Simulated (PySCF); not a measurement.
# [Sm(NH3)]3+: other functionals and bases at one geometry

One table from this session's results is given with a row withheld; the runs are named, their logs left out.

Computed with PySCF 2.14.0. Level: several levels, as the steps say, no spin–orbit coupling.

3 further runs of the same task are left out: 1 for a known fault of the program, 1 that didn't finish, 1 set aside as unsound or not needed.

## Where the work starts

5 atoms, charge 3, spin multiplicity 1.

Bond lengths: Sm1–N2 2.397 Å, N2–H3 1.054 Å, N2–H4 1.054 Å, N2–H5 1.054 Å. Angles: Sm1–N2–H3 115.7°, Sm1–N2–H4 115.7°, Sm1–N2–H5 115.7°, H3–N2–H4 102.6°, H3–N2–H5 102.6°, H4–N2–H5 102.6°.

Geometry (Å):

```xyz
5
H3NSm
Sm    0.0000    0.0000   -0.1714
N     0.0000    0.0000    2.2257
H     0.9497    0.0000    2.6818
H    -0.4749    0.8224    2.6818
H    -0.4748   -0.8225    2.6818
```

Formal oxidation states: Sm +3. Each metal's 5 4f electrons lie in its core potential, so multiplicities, spins and levels count the valence alone. An earlier session relaxed this geometry at TPSS, Sm lcecp-1-SVP with ECP51, N def2-SVP, H def2-SVP (singlet, point group C3v).

At TPSS on the finer grid: E = -89.949106 Eh, HOMO -25.96 eV, LUMO -20.95 eV, Mulliken charge on Sm1 +2.47 e, largest force component 0.005 eV/Å. 

Levels to run: BP86; r2SCAN; HF; wB97X; TPSS, TZVP. Hardware: 2 threads of Arm Neoverse V2, shared host.

The first run:

run.py (the lines that set the calculation) reads:

```python
mol = gto.M(atom='''
Sm     0.00000     0.00000    -0.17145
N      0.00000     0.00000     2.22572
H      0.94967     0.00004     2.68179
H     -0.47487     0.82242     2.68179
H     -0.47481    -0.82246     2.68179''',
    basis={'Sm': 'lcecp-1-SVP', 'N': 'def2-SVP', 'H': 'def2-SVP'},
    ecp={'Sm': 'lcecp-1-SVP'},
    charge=3, spin=0)
mf = dft.RKS(mol, xc='B88,P86')
mf.grids.atom_grid = (75, 302)  # f atoms: unpruned, at least (60, 302)
mf = mf.density_fit()  # fitting sets: Sm AutoAux, N def2-universal-JKFIT, H def2-universal-JKFIT
mf.conv_tol = 1e-08; mf.max_cycle = 55
mf.kernel(dm0)  # dm0: the density of the relaxed state
```

The run is started by

```
$ OMP_NUM_THREADS=2 python run.py
```

Steps of the session up to this table: BP86; r2SCAN; HF; wB97X; TPSS, TZVP.

One of the session's tables, all rows but one given; the rest of the session is left out.

```
              level  HOMO (eV)  gap (eV)  charge on Sm1 (e)  dipole (D)  largest force component (eV/Å)
TPSS (relaxed here)     -25.96      5.01               2.47        3.79                            0.01
               BP86          ?         ?                  ?           ?                               ?
             r2SCAN     -26.12      5.65               2.49        3.66                            0.22
                 HF     -30.59     14.36               2.62        2.75                            1.24
              wB97X     -29.59     12.02               2.52        3.23                            0.35
         TPSS, TZVP     -25.88      4.96               2.56        3.84                            0.35
```

**Question.** Estimate the row for BP86.

As computed: HOMO (eV): -26.02; gap (eV): 4.90; charge on Sm1 (e): 2.45; dipole (D): 3.93; largest force component (eV/Å): 0.30. In the column «HOMO (eV)» it lies between r2SCAN (-26.12) and TPSS (relaxed here) (-25.96).

The dipole of a charged species depends on the origin, so these sizes hold for this origin alone.

In one basis the HOMO–LUMO gap runs from 4.90 eV (BP86) to 14.36 eV (HF). The largest leftover force, 1.24 eV/Å with HF, stands at a geometry relaxed at another level. With 4f in the core, its levels are missing from HOMO and gap, and its count is fixed, so no charge can pass from the ligands into it. Total energies of different levels can't be compared.
